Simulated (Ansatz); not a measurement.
**SnI₄: how energies converge with the basis set**

Aim: see how fast density functionals converge with the basis set for SnI₄.

Method: one geometry, several basis sets; program: Ansatz 0.2.0, Gaussian basis.

Plan: PBE0-D4/def2-SVP; ωB97M-V/def2-SVP; PBE0-D4/def2-QZVPP; ωB97M-V/def2-QZVPP; the functionals' def2-TZVPP values are taken from earlier runs.

1 further run of the same task is left out (it didn't finish).

**1. Structure used throughout**

The geometry comes from an earlier relaxation with PBE0-D4 in a triple-zeta def2 set; it is a stationary point. I, Sn take the def2 core potential; no spin-orbit term is included.

SMILES `[I][Sn]([I])([I])[I]`, 5 atoms, charge 0, spin multiplicity 1.

Atoms are counted from 1 here; the program's logs count them from 0.

Bond lengths: I1–Sn2 2.664 Å, Sn2–I3 2.664 Å, Sn2–I4 2.664 Å, Sn2–I5 2.664 Å. Angles: I1–Sn2–I3 109.5°, I1–Sn2–I4 109.5°, I1–Sn2–I5 109.5°, I3–Sn2–I4 109.5°, I3–Sn2–I5 109.5°, I4–Sn2–I5 109.5°.

**2. PBE0-D4 in def2-SVP**

Contents of in.yaml:

```yaml
crystal:
  periodic: [false, false, false]
  atoms:
    - {symbol: I, position_ang: [-1.249500, 0.004650, 2.338681]}
    - {symbol: Sn, position_ang: [0.009960, -0.014744, -0.008303]}
    - {symbol: I, position_ang: [2.271346, -1.405369, 0.209047]}
    - {symbol: I, position_ang: [-1.553527, -1.143716, -1.845659]}
    - {symbol: I, position_ang: [0.571521, 2.485480, -0.735265]}
basis:
  gaussian: {orbitals: def2-SVP}
hamiltonian: {xc: pbe0, dispersion: d4}
output: {orbitals: {seedname: orbitals}}
```

Run with:

```bash
$ ansatz run in.yaml --threads 2 --pin off --events-out ev --progress --plain --max-ram 22528MiB --backend cpu
```

Further steps of the session: ωB97M-V in def2-SVP; PBE0-D4 in def2-QZVPP; ωB97M-V in def2-QZVPP.

Before running them: what should the planned runs give, taken together? Wanted: PBE0-D4: double and triple zeta above quadruple; ωB97M-V: double and triple zeta above quadruple.

**Answer**, as computed:

| quantity | value |
| --- | --- |
| PBE0-D4: double and triple zeta above quadruple | 1.46, 0.19 eV |
| ωB97M-V: double and triple zeta above quadruple | 1.54, 0.18 eV |

For PBE0-D4 the step from double to triple zeta gains 1.28 eV and the next only 0.19 eV. These are total energies; as a rule much of such shifts cancels in differences, which this series doesn't test.
